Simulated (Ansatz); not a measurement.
**CH₃AlTe (SMILES [CH2]1[AlH][Te]1): single points off equilibrium**

Aim: energy, forces and dipole at a structure displaced at random from a GFN2-xTB minimum, from CCSD(T) and from density functionals.

Method: single points in def2-TZVPP; program: Ansatz 0.2.0, Gaussian basis.

Correlated methods freeze the cores. Filled d shells of the heavier atoms are correlated. Core potentials replace the inner electrons past krypton, and spin-orbit coupling is left out. B3LYP uses VWN-RPA correlation.

## (1) The starting structure

SMILES `[CH2]1[AlH][Te]1`, 6 atoms, charge 0, spin multiplicity 1.

Atoms are counted from 1 here; the program's logs count them from 0.

Bond lengths: C1–Al2 2.033 Å, C1–Te3 2.365 Å, C1–H4 1.111 Å, C1–H5 1.032 Å, Al2–Te3 2.498 Å, Al2–H6 1.639 Å. Angles: Al2–C1–Te3 68.7°, Al2–C1–H4 135.7°, Al2–C1–H5 119.7°, Te3–C1–H4 99.1°, Te3–C1–H5 107.1°, H4–C1–H5 104.5°, C1–Al2–Te3 61.9°, C1–Al2–H6 140.8°, Te3–Al2–H6 156.3°, C1–Te3–Al2 49.3°.

As a file:

```xyz
6
charge 0, multiplicity 1
C     0.0819   -0.7764   -0.2216
Al    0.0773    1.0625    0.6462
Te   -1.2784    0.7375   -1.4261
H    -0.5948   -1.6580   -0.2219
H     0.8595   -1.0468   -0.8435
H     0.5790    1.8263    2.0072
```

## (2) CCSD(T)/def2-TZVPP

Contents of run/in.yaml:

```yaml
crystal:
  periodic: [false, false, false]
  atoms:
    - {symbol: C, position_ang: [0.081900, -0.776400, -0.221600]}
    - {symbol: Al, position_ang: [0.077300, 1.062500, 0.646200]}
    - {symbol: Te, position_ang: [-1.278400, 0.737500, -1.426100]}
    - {symbol: H, position_ang: [-0.594800, -1.658000, -0.221900]}
    - {symbol: H, position_ang: [0.859500, -1.046800, -0.843500]}
    - {symbol: H, position_ang: [0.579000, 1.826300, 2.007200]}
basis:
  gaussian: {orbitals: def2-TZVPP}
correlation: {method: ccsd_t}
output: {forces: true}
```

The command line of these runs was not kept.

## (3) PBE0-D4/def2-TZVPP

run/in.yaml: that of step 2 with these lines changed.

```diff
@@ -11,3 +11,3 @@
   gaussian: {orbitals: def2-TZVPP}
-correlation: {method: ccsd_t}
-output: {forces: true}
+hamiltonian: {xc: pbe0, dispersion: d4}
+output: {forces: true, orbitals: {seedname: orbitals}}
```

## (4) wB97M-V/def2-TZVPP

run/in.yaml: that of step 3 with these lines changed.

```diff
@@ -11,3 +11,3 @@
   gaussian: {orbitals: def2-TZVPP}
-hamiltonian: {xc: pbe0, dispersion: d4}
-output: {forces: true, orbitals: {seedname: orbitals}}
+hamiltonian: {xc: {name: wB97M-V}}
+output: {forces: true}
```

## (5) r2SCAN-D4/def2-TZVPP

run/in.yaml: that of step 4 with these lines changed.

```diff
@@ -11,3 +11,3 @@
   gaussian: {orbitals: def2-TZVPP}
-hamiltonian: {xc: {name: wB97M-V}}
+hamiltonian: {xc: r2scan, dispersion: d4}
 output: {forces: true}
```

## (6) PBE-D4/def2-TZVPP

run/in.yaml: that of step 5 with these lines changed.

```diff
@@ -11,3 +11,3 @@
   gaussian: {orbitals: def2-TZVPP}
-hamiltonian: {xc: r2scan, dispersion: d4}
+hamiltonian: {xc: pbe, dispersion: d4}
 output: {forces: true}
```

## (7) HSE06-D4/def2-TZVPP

run/in.yaml: that of step 6 with these lines changed.

```diff
@@ -11,3 +11,3 @@
   gaussian: {orbitals: def2-TZVPP}
-hamiltonian: {xc: pbe, dispersion: d4}
+hamiltonian: {xc: hse06, dispersion: d4}
 output: {forces: true}
```

## (8) B3LYP-D4/def2-TZVPP

run/in.yaml: that of step 7 with these lines changed.

```diff
@@ -11,3 +11,3 @@
   gaussian: {orbitals: def2-TZVPP}
-hamiltonian: {xc: hse06, dispersion: d4}
+hamiltonian: {xc: {name: B3LYP}, dispersion: d4}
 output: {forces: true}
```

(Steps that only read results are left out.)

**Question.** What will these runs give? Wanted: energy less free atoms, CCSD(T)/def2-TZVPP; RMS force component; RMS force error; HOMO and LUMO, PBE0-D4; T1 diagnostic.

The runs gave:

```
                                  quantity                                                                                             value
energy less free atoms, CCSD(T)/def2-TZVPP                                                                                   -406.9 kcal/mol
                       RMS force component                                                              0.940 to 1.027 eV/Å over the methods
                           RMS force error  PBE0-D4 0.107, wB97M-V 0.148, r2SCAN-D4 0.074, PBE-D4 0.125, HSE06-D4 0.102, B3LYP-D4 0.066 eV/Å
                    HOMO and LUMO, PBE0-D4                                                                                -6.20 and -1.82 eV
                             T1 diagnostic                                                                                             0.014
```

In words: Against CCSD(T) the functionals' energies less atoms differ by -19.6 to -6.8 kcal/mol, PBE-D4 by -19.6 kcal/mol. CCSD(T) in triple zeta still lacks some correlation energy of the bonds, so part of these gaps is its own basis error and they don't rank the functionals. The forces of B3LYP-D4 come nearest to CCSD(T), those of wB97M-V are farthest. Frozen-core CCSD(T) forces in triple zeta carry basis errors of their own, and this is one geometry, so small gaps rank nothing.
